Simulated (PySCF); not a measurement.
# CaP (quartet): spin, charge, geometry and surroundings

One physical setting of the base script is moved in each run, with the edits that it forces.

The runs use PySCF 2.14.0; method and basis as typed in the scripts.

1 further run of the same task is left out (it didn't finish).

**1. Where the work starts**

CaP (quartet): 2 atoms, charge 0, spin multiplicity 4.

Bond lengths: Ca1–P2 2.655 Å.

**2. The base run**

File input.py:

```python
from pyscf import gto, scf

mol = gto.M(
    atom='Ca 0 0 0; P 0 0 2.655',
    basis='lanl2dz',
    ecp={'Ca': 'lanl2dz', 'P': 'lanl2dz'},
    charge=0,
    spin=3,
    verbose=3,
)
mf = scf.UHF(mol)
mf = mf.density_fit(auxbasis='def2-universal-jkfit')
mf.kernel()
mf.dip_moment()
print('orbital energies (hartree):', [e[max(0, n-3):n+3].round(4) for e, n in zip(mf.mo_energy, mol.nelec)])
```

The run is started by

```sh
> OMP_NUM_THREADS=1 python input.py
```

Its log is not repeated here.

It gives: E(SCF) = -42.490347 Eh, ⟨S²⟩ = 3.755, μ = 4.34 D.

The bond length is a typed value, not an optimised one. The quartet is typed in the script; nothing here shows that it is the ground state.

**3. Sextet**

Run 1 changes spin (2S): 3 → 5.

File input.py:

```python
from pyscf import gto, scf

mol = gto.M(
    atom='Ca 0 0 0; P 0 0 2.655',
    basis='lanl2dz',
    ecp={'Ca': 'lanl2dz', 'P': 'lanl2dz'},
    charge=0,
    spin=5,
    verbose=3,
)
mf = scf.UHF(mol)
mf = mf.density_fit(auxbasis='def2-universal-jkfit')
mf.kernel()
mf.dip_moment()
print('orbital energies (hartree):', [e[max(0, n-3):n+3].round(4) for e, n in zip(mf.mo_energy, mol.nelec)])
```

The run is started by

```sh
> OMP_NUM_THREADS=1 python input.py
```

**4. Bond 2.974 Å**

Run 2 changes bond length: 2.655 Å → 2.974 Å.

input.py: that of step 2 with these lines changed.

```diff
@@ -3,3 +3,3 @@
 mol = gto.M(
-    atom='Ca 0 0 0; P 0 0 2.655',
+    atom='Ca 0 0 0; P 0 0 2.974',
     basis='lanl2dz',
```

**5. Bond 3.319 Å**

Run 3 changes bond length: 2.655 Å → 3.319 Å.

input.py: that of step 2 with these lines changed.

```diff
@@ -3,3 +3,3 @@
 mol = gto.M(
-    atom='Ca 0 0 0; P 0 0 2.655',
+    atom='Ca 0 0 0; P 0 0 3.319',
     basis='lanl2dz',
```

**6. Electric field -0.01 a.u.**

Run 4 changes electric field: none → -0.01 a.u.

input.py: that of step 2 with these lines changed.

```diff
@@ -12,2 +12,7 @@
 mf = mf.density_fit(auxbasis='def2-universal-jkfit')
+field = -0.01  # electric field along z, atomic units
+h = mf.get_hcore() + field*mol.intor('int1e_r')[2]
+mf.get_hcore = lambda *args: h
+e_nuc = mol.energy_nuc() - field*mol.atom_charges() @ mol.atom_coords()[:, 2]
+mf.energy_nuc = lambda *args: e_nuc
 mf.kernel()
```

**7. PCM, ε = 2.27**

Run 5 changes solvent: none (gas phase) → PCM, ε = 2.27.

input.py: that of step 2 with these lines changed.

```diff
@@ -1,2 +1,2 @@
-from pyscf import gto, scf
+from pyscf import gto, scf, solvent
 
@@ -12,2 +12,4 @@
 mf = mf.density_fit(auxbasis='def2-universal-jkfit')
+mf = solvent.PCM(mf)
+mf.with_solvent.eps = 2.27
 mf.kernel()
```

**8. Bond 7.965 Å**

Run 6 changes bond length: 2.655 Å → 7.965 Å.

input.py: that of step 2 with these lines changed.

```diff
@@ -3,3 +3,3 @@
 mol = gto.M(
-    atom='Ca 0 0 0; P 0 0 2.655',
+    atom='Ca 0 0 0; P 0 0 7.965',
     basis='lanl2dz',
```

Q: Predict the outcome of this session. Wanted: for each run, E(SCF); from base; SCF dipole.

**Answer**, as computed:

```tsv
run	E(SCF) (hartree)	from base (eV)	SCF dipole (D)
base	-42.490347	0	4.34
sextet	-42.437669	+1.4334	4.01
bond 2.974 Å	-42.493278	-0.0797	5.66
bond 3.319 Å	-42.482331	+0.2181	7.23
electric field -0.01 a.u.	-42.512090	-0.5916	6.79
PCM, ε = 2.27	-42.501500	-0.3035	5.15
bond 7.965 Å	-42.529238	-1.0583	0.01
```

The largest comparable shift of the SCF energy, +1.433 eV, comes with the run “sextet”. The sextet solution found lies 1.43 eV above the base quartet at this geometry and level. A continuum solvent with ε = 2.27 lowers the energy by 0.303 eV.
